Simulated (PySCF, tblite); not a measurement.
# C2H7F5Ge3: geometry, infrared bands, NMR shifts and electronic excitations

Aim: predict the infrared bands, NMR shifts and electronic excitations of C2H7F5Ge3 (`FC(F)(F)[C](F)(F)[GeH2][GeH2][GeH3]`).

Programs: tblite 0.8.0 and PySCF 2.14.0, with density-fitted response routines of our own. Each step states its level of theory. These are calculated values for one molecule in the gas phase, unless marked as measured. Atoms are numbered from 0 throughout.

**1. Starting geometry**

17 atoms, charge 0, multiplicity 1; geometry from: force field or distance geometry start.

Bonds of the start (Å): F0–C1 1.38, C1–F2 1.40, C1–F3 1.38, C1–C4 1.54, C4–F5 1.38, C4–F6 1.38, C4–Ge7 1.96, Ge7–Ge8 2.40, Ge8–Ge9 2.40, Ge7–H10 1.54, Ge7–H11 1.55, Ge8–H12 1.54, Ge8–H13 1.55, Ge9–H14 1.54, Ge9–H15 1.56, Ge9–H16 1.55.

**2. Optimising the geometry with GFN2-xTB**

Job settings and geometry (Å):

```
{"job": {"kind": "relax", "xc": "GFN2-xTB", "basis": "xTB"}, "charge": 0, "multiplicity": 1}
F      2.822300    -0.403500    -1.286400
C      1.909900    -1.141600    -0.553000
F      2.507900    -2.362000    -0.219900
F      0.783700    -1.378100    -1.312100
C      1.543900    -0.404900     0.748700
F      0.621400    -1.147100     1.457300
F      2.679500    -0.225400     1.510100
Ge     0.783500     1.358600     0.363900
Ge    -1.295600     1.139700    -0.810100
Ge    -2.681100    -0.463500     0.312400
H      1.766800     2.184800    -0.492700
H      0.516300     2.083300     1.702500
H     -1.035900     0.667300    -2.250900
H     -2.014800     2.515200    -0.844300
H     -1.979200    -1.835900     0.280900
H     -2.889800    -0.019100     1.790900
H     -4.045800    -0.555800    -0.407100
```

Run with:

```bash
OMP_NUM_THREADS=1 python probes_run.py task.json out
```

One launch serves the whole session: the jobs run in the order shown.

**Question.** This job is followed by: GFN2-xTB harmonic vibrations, gas phase; PBE0-D3(BJ)/def2-SVP geometry optimisation, gas phase; GIAO PBE0/pcSseg-1 NMR shielding, non-relativistic, gas phase; TDDFT wB97X-D/def2-SVPD, vertical, gas phase, core orbitals frozen in the response; GIAO WP04/pcSseg-1 NMR shielding, non-relativistic, gas phase. Predict these results of the whole session: strongest single infrared mode (GFN2-xTB); zero-point energy (GFN2-xTB); point group; rotational constants (main isotopes); 13C shifts against TMS (PBE0/pcSseg-1); 1H shifts against TMS (PBE0/pcSseg-1, means over atoms taken as alike); 19F shifts against CFCl3 (PBE0/pcSseg-1, means over atoms taken as alike); 73Ge shifts against GeMe4 (PBE0/pcSseg-1); surface potential, 1st and 99th percentile; lowest singlet (wB97X-D/def2-SVPD); lowest triplet; vertical ionisation energy (ΔSCF); range of the shift of Ge8.

**Answer**, as computed:

| quantity | value |
| --- | --- |
| strongest single infrared mode (GFN2-xTB) | 552 cm⁻¹, 708 km/mol |
| zero-point energy (GFN2-xTB) | 47.4 kcal/mol |
| point group | C1 |
| rotational constants (main isotopes) | 0.72, 0.36, 0.30 GHz |
| 13C shifts against TMS (PBE0/pcSseg-1) | 127.1, 125.6 ppm |
| 1H shifts against TMS (PBE0/pcSseg-1, means over atoms taken as alike) | 4.43, 3.83, 3.67 ppm |
| 19F shifts against CFCl3 (PBE0/pcSseg-1, means over atoms taken as alike) | -94.9, -132.5 ppm |
| 73Ge shifts against GeMe4 (PBE0/pcSseg-1) | -207, -314, -339 ppm |
| surface potential, 1st and 99th percentile | -0.50 V and 1.13 V |
| lowest singlet (wB97X-D/def2-SVPD) | 6.94 eV (179 nm), f = 0.365 |
| lowest triplet | 6.08 eV |
| vertical ionisation energy (ΔSCF) | 9.95 eV |
| range of the shift of Ge8 | -339 to -273 ppm |

In words: Over 112 steps the energy fell by 0.657 eV; of the close pairs, C1–F2 changed most, 1.399 to 1.326 Å (GFN2-xTB). All 45 modes are real, so the xTB geometry is a minimum. The strongest single mode, at 552 cm⁻¹, has its largest shares on H12, H11 and H13 (the list is cut at 3 atoms). GFN2-xTB is a fitted tight-binding method: band positions and strengths are rough. Its intensities can rank the bands wrongly. The optimisation took 9 steps and gained 0.396 eV; among the close pairs (by a distance rule), Ge7–H10 changed most, from 1.477 to 1.537 Å (PBE0/def2-SVP). No frequency check was run at this level, so the end point may be a saddle. At PBE0/pcSseg-1: The widest tensor belongs to F5, F6: span 206 ppm, with a paramagnetic part of -164 ppm. At PBE0/pcSseg-1, counted by nearest atom on the grid, the HOMO lies on Ge8 29 %; Ge7, Ge9 about 17 % each, the LUMO on Ge7, Ge8 about 17 % each; H10 15 %. The first singlet state (HOMO→LUMO 0.75, HOMO→LUMO+3 0.09) lies at 6.94 eV and is bright. The lowest triplet lies 0.86 eV below the lowest singlet (triplets in Tamm-Dancoff, singlets in full TDDFT). The orbital energy would give 9.86 eV for ionisation, ΔSCF gives 9.95 eV. In ppm, Ge8 moves most: its shift spreads over 67 ppm, from -339 (PBE0/pcSseg-1) to -273 (WP04/pcSseg-1). Spin-orbit coupling is left out, which matters for shieldings and couplings at and beside the heavy atoms.
